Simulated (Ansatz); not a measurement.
# Ti (Titanium): the cost of one run

Program: Ansatz 0.2.0 through its Python package. Level of theory: DFT r2SCAN, plane waves, PAW. These are calculated values, not measurements.

## 1. The system

Symmetry: P6/mmm, No. 191, hexagonal system. The conventional cell has a = 4.600 Å, b = 4.600 Å, c = 2.820 Å, α = 90.00°, β = 90.00°, γ = 120.00°. Ti (site symmetry 6/mmm) has 14 Ti at 2.82 to 3.01 Å in its first shell of neighbours. Around Ti (site symmetry -6m2) lie 11 Ti at 2.66 to 3.01 Å.

The script holds or builds the structure itself.

## 2. The code

Input file ti_eos.py:

```python
# -*- coding: utf-8 -*-
"""Energy against volume for Ti, with a fit."""

import ansatz as az
import numpy as np
from scipy.optimize import curve_fit

OCCUPATIONS = "Fermi-Dirac"
SMEARING_WIDTH = 0.1
ECUT = 600
KGRID = (9, 9, 12)

vectors0 = np.array([
    [4.6, 0.0, 0.0],
    [-2.3, 3.98372, 0.0],
    [0.0, 0.0, 2.82],
])
sites = [
    ("Ti", (0.0, 0.0, 0.0)),
    ("Ti", (1 / 3, 2 / 3, 0.5)),
    ("Ti", (2 / 3, 1 / 3, 0.5)),
]


def build(cell):
    crystal = az.Crystal(lattice=az.Lattice.of(cell))
    for symbol, position in sites:
        crystal = crystal.atom(symbol, position)
    return crystal

def vinet(v, e0, v0, b0, b1):
    eta = (v / v0) ** (1 / 3)
    return e0 + 2 * b0 * v0 / (b1 - 1) ** 2 * (2 - (5 + 3 * b1 * (eta - 1) - 3 * eta) * np.exp(-1.5 * (b1 - 1) * (eta - 1)))


def main():
    # uniform scaling of the cell
    volumes, energies = [], []
    for scale in np.linspace(0.9, 1.1, 9):
        cell = vectors0 * scale ** (1 / 3)
        calculation = build(cell).calculation()
        calculation = calculation.functional(az.Functional.R2SCAN).pseudopotentials("paw")
        calculation = calculation.occupations(OCCUPATIONS, width=SMEARING_WIDTH)
        calculation = calculation.basis(ECUT).kpoints(*KGRID)
        report = calculation.run(threads=1, pin="off").report
        volumes.append(abs(np.linalg.det(cell)) / len(sites))
        energies.append(report["free_energy_ev"] / len(sites))
        print(f"V = {volumes[-1]:8.4f} A^3/atom  F = {energies[-1]:.5f} eV/atom")

    guess = (min(energies), volumes[int(np.argmin(energies))], 0.5, 4.5)
    (e0, v0, b0, b1), _ = curve_fit(vinet, np.array(volumes), np.array(energies), p0=guess, maxfev=20000)
    print(f"Vinet fit: V0 = {v0:.4f} A^3/atom, B0 = {160.21766 * b0:.1f} GPa, B1 = {b1:.2f}")
    print("largest residual", round(1000 * float(np.abs(vinet(np.array(volumes), e0, v0, b0, b1) - energies).max()), 3), "meV/atom")


if __name__ == "__main__":
    main()
```

## 3. Launch

Launch:

```sh
python ti_eos.py
```

**Question.** How long does this script take on 1 thread of Arm Neoverse V1, shared host, and how much memory does it need?

About 2.5 min, with a peak of 0.64 GiB.
